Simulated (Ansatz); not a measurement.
# Sr2ZnCdC6N6: the cost of one run

Program: Ansatz 0.2.0. Level of theory: DFT PBE, scalar-relativistic, plane waves, PAW. These are calculated values, not measurements.

**1. The system as given**

Symmetry: Fm-3m, No. 225, cubic system. Conventional cell: a = 10.357 Å, b = 10.357 Å, c = 10.357 Å, α = 90.00°, β = 90.00°, γ = 90.00°. Sr (site symmetry -43m) has 12 N at 3.71 Å and 12 C at 3.71 Å in its first shell of neighbours. Zn (site symmetry m-3m) is surrounded by 6 N at 2.01 Å. Cd (site symmetry m-3m) has 6 C at 2.00 Å in its first shell of neighbours. C (site symmetry 4mm) has 1 N at 1.17 Å and 1 Cd at 2.00 Å in its first shell of neighbours. N (site symmetry 4mm) is surrounded by 1 C at 1.17 Å and 1 Zn at 2.01 Å.

Coordinates:

```cif
data_structure
_symmetry_space_group_name_H-M 'Fm-3m'
_symmetry_Int_Tables_number 225
_cell_length_a 10.3570
_cell_length_b 10.3570
_cell_length_c 10.3570
_cell_angle_alpha 90.000
_cell_angle_beta 90.000
_cell_angle_gamma 90.000
_cell_volume 1110.97
loop_
_atom_site_label
_atom_site_type_symbol
_atom_site_symmetry_multiplicity
_atom_site_Wyckoff_symbol
_atom_site_fract_x
_atom_site_fract_y
_atom_site_fract_z
_atom_site_occupancy
Sr1 Sr 8 c 0.25000 0.75000 0.75000 1
Zn1 Zn 4 b 0.50000 0.00000 0.00000 1
Cd1 Cd 4 a 0.00000 0.00000 0.00000 1
C1 C 24 e 0.19320 0.00000 0.00000 1
N1 N 24 e 0.30617 0.00000 0.00000 1
```

Recipe of the guess: cyanide-bridged rock-salt net of two metals, 2 guest cations a cell (Fm-3m, No. 225). Lengths come from tabulated atomic sizes and are only a guess.

**2. The guess as it stands, on a coarse mesh**

input.yaml

```yaml
crystal:
  lattice:
    - [0.0, 5.1785, 5.1785]
    - [5.1785, 0.0, 5.1785]
    - [5.1785, 5.1785, 0.0]
  atoms:
    - { symbol: Sr, position: [0.25, 0.25, 0.25] }
    - { symbol: Sr, position: [0.75, 0.75, 0.75] }
    - { symbol: Zn, position: [0.5, 0.5, 0.5] }
    - { symbol: Cd, position: [0.0, 0.0, 0.0] }
    - { symbol: C, position: [0.80679734, 0.19320266, 0.19320266] }
    - { symbol: C, position: [0.19320266, 0.80679734, 0.19320266] }
    - { symbol: C, position: [0.19320266, 0.19320266, 0.80679734] }
    - { symbol: C, position: [0.19320266, 0.80679734, 0.80679734] }
    - { symbol: C, position: [0.80679734, 0.19320266, 0.80679734] }
    - { symbol: C, position: [0.80679734, 0.80679734, 0.19320266] }
    - { symbol: "N", position: [0.69383026, 0.30616974, 0.30616974] }
    - { symbol: "N", position: [0.30616974, 0.69383026, 0.30616974] }
    - { symbol: "N", position: [0.30616974, 0.30616974, 0.69383026] }
    - { symbol: "N", position: [0.30616974, 0.69383026, 0.69383026] }
    - { symbol: "N", position: [0.69383026, 0.30616974, 0.69383026] }
    - { symbol: "N", position: [0.69383026, 0.69383026, 0.30616974] }
basis:
  ecutwfc: 420
kpoints:
  mp_grid: { grid: [4, 4, 4] }
hamiltonian:
  xc: pbe
scf:
  occupations: { method: gaussian, width: 0.1 }
  lower_state_search: "off"
output:
  forces: true
  stress: true
  eigenvalues: true
```

Started as:

```bash
> ansatz run input.yaml --threads 1 --pin off --max-ram 2560MiB --backend cpu --events-out ev --progress --plain --runs-dir out
```

Q: Estimate wall time and peak memory on 1 thread of AMD EPYC 7R13 (Zen 3), shared host.

About 9.7 s, with a peak of 0.62 GiB.
